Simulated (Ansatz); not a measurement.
# TaNbO: the cost of one run

Program: Ansatz 0.2.0. Level of theory: DFT PBE, scalar-relativistic, plane waves, PAW. These are calculated values, not measurements.

## Step 1: The structure to begin with

It takes space group P4/mmm (No. 123, tetragonal). Conventional cell: a = 3.895 Å, b = 3.895 Å, c = 3.902 Å, α = 90.00°, β = 90.00°, γ = 90.00°. Ta (site symmetry 4/mmm) has 2 O at 1.95 Å as nearest neighbours. Around Nb (site symmetry 4/mmm) lie 4 Ta at 2.75 Å. O (site symmetry 4/mmm) has 2 Ta at 1.95 Å as nearest neighbours.

Structure file:

```xyz
3
Lattice="3.8951 0.0000 0.0000 0.0000 3.8951 0.0000 0.0000 0.0000 3.9019" Properties=species:S:1:pos:R:3 pbc="T T T"
Ta    0.0000    0.0000    0.0000
Nb    1.9476    1.9476    0.0000
O     0.0000    0.0000    1.9509
```

It is the end of an earlier relaxation with the same method, from a generated guess; it is a trial structure. At a tolerance of 0.05 Å it has space group P4/mmm (No. 123); it has 19.73 Å³/atom, an uncorrected energy of +0.23 eV/atom over the elements.

## Step 2: Static run: bands, density of states and charges

The input, input.yaml:

```yaml
crystal:
  lattice:
    - [3.8951358837, 0.0, 0.0]
    - [0.0, 3.8951358837, 0.0]
    - [0.0, 0.0, 3.9018635867]
  atoms:
    - { symbol: Ta, position: [0.0, 0.0, 0.0] }
    - { symbol: Nb, position: [0.5, 0.5, 0.0] }
    - { symbol: O, position: [0.0, 0.0, 0.5] }
basis:
  ecutwfc: 420
kpoints:
  mp_grid: { grid: [12, 12, 12] }
  band_path:
    path:
      - [[0.0, 0.0, 0.0], [0.0, 0.5, 0.0], [0.5, 0.5, 0.0], [0.0, 0.0, 0.0], [0.0, 0.0, 0.5], [0.0, 0.5, 0.5], [0.5, 0.5, 0.5], [0.0, 0.0, 0.5]]
      - [[0.0, 0.5, 0.0], [0.0, 0.5, 0.5]]
      - [[0.5, 0.5, 0.0], [0.5, 0.5, 0.5]]
    npoints: 14
hamiltonian:
  xc: pbe
scf:
  occupations: { method: gaussian, width: 0.1 }
  n_extra_bands: 7
output:
  forces: true
  stress: true
  eigenvalues: true
  populations: true
  dos: { projected: true, de: 0.02, nscf_kmesh: { grid: [15, 15, 15] } }
  bader: true
  write_density: true
  write_potential: true
  elf: true
  volumetric_format: npy
```

Launch:

```bash
ansatz run input.yaml --threads 1 --pin off --max-ram 2560MiB --backend cpu --events-out ev --progress --plain --runs-dir out
```

**Question.** How long does this run take on 1 thread of Intel Xeon at 2.70GHz, shared host, and how much memory does it need?

About 46 s, with a peak of 0.57 GiB.
